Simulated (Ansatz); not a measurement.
# C: a trial structure relaxed

Aim: relax C from this start, structure listed in a database for this formula (P6_3mc, No. 186), and see where it ends.

Method: DFT r2SCAN, scalar-relativistic, plane waves, PAW, in Ansatz 0.2.0.

## (1) The system as given

It takes space group P6_3mc (No. 186, hexagonal). Conventional cell: a = 2.456 Å, b = 2.456 Å, c = 29.492 Å, α = 90.00°, β = 90.00°, γ = 120.00°. C (site symmetry 3m) is surrounded by 3 C at 1.42 Å.

As a file:

```
CELL_PARAMETERS angstrom
2.45625 0.00000 0.00000
-1.22812 2.12717 0.00000
0.00000 0.00000 29.49188
ATOMIC_POSITIONS crystal
C 0.66667 0.33333 0.99837
C 0.66667 0.33333 0.49837
C 0.66667 0.33333 0.73279
C 0.66667 0.33333 0.23279
C 0.00000 0.00000 0.61584
C 0.33333 0.66667 0.23279
C 0.00000 0.00000 0.11584
C 0.66667 0.33333 0.61584
C 0.33333 0.66667 0.73279
C 0.33333 0.66667 0.11584
C 0.33333 0.66667 0.49837
C 0.33333 0.66667 0.99837
```

(A quick probe on a coarse mesh, which set the mesh and smearing, is not shown.)

## (3) Relaxing cell and atoms

input.yaml reads:

```yaml
crystal:
  lattice:
    - [2.4562499605, 0.0, 0.0]
    - [-1.2281249803, 2.1271748638, 0.0]
    - [0.0, 0.0, 29.4918787]
  atoms:
    - { symbol: C, position: [0.66666667, 0.33333333, 0.9983718] }
    - { symbol: C, position: [0.66666667, 0.33333333, 0.49837191] }
    - { symbol: C, position: [0.66666667, 0.33333333, 0.73278795] }
    - { symbol: C, position: [0.66666667, 0.33333333, 0.23279033] }
    - { symbol: C, position: [0.0, 0.0, 0.61583799] }
    - { symbol: C, position: [0.33333333, 0.66666667, 0.23278795] }
    - { symbol: C, position: [0.0, 0.0, 0.11583799] }
    - { symbol: C, position: [0.66666667, 0.33333333, 0.61584001] }
    - { symbol: C, position: [0.33333333, 0.66666667, 0.73279033] }
    - { symbol: C, position: [0.33333333, 0.66666667, 0.11584001] }
    - { symbol: C, position: [0.33333333, 0.66666667, 0.4983718] }
    - { symbol: C, position: [0.33333333, 0.66666667, 0.99837191] }
basis:
  ecutwfc: 500
kpoints:
  mp_grid: { grid: [18, 18, 2] }
hamiltonian:
  xc: r2scan
scf:
  occupations: { method: gaussian, width: 0.1 }
output:
  forces: true
  stress: true
  eigenvalues: true
relax:
  adjacent_minimum: "off"
  f_tol: 0.01
  max_steps: 80
  cell: { stress_tol: 0.05 }
```

What does the calculation give?

As calculated:

```
       quantity                                                                        value
           cell  a = 2.456 Å, b = 2.456 Å, c = 29.670 Å, α = 90.00°, β = 90.00°, γ = 120.00°
    space group                                                           P6_3/mmc (No. 194)
         volume                                                                12.91 Å³/atom
gap on the mesh                                                                      0.01 eV
```

The structure ended in another space group than at the start: P6_3mc to P6_3/mmc. The cell holds empty space of several Å, a single layer or slab in vacuum, so volume, pressure and the long edge depend on that space.
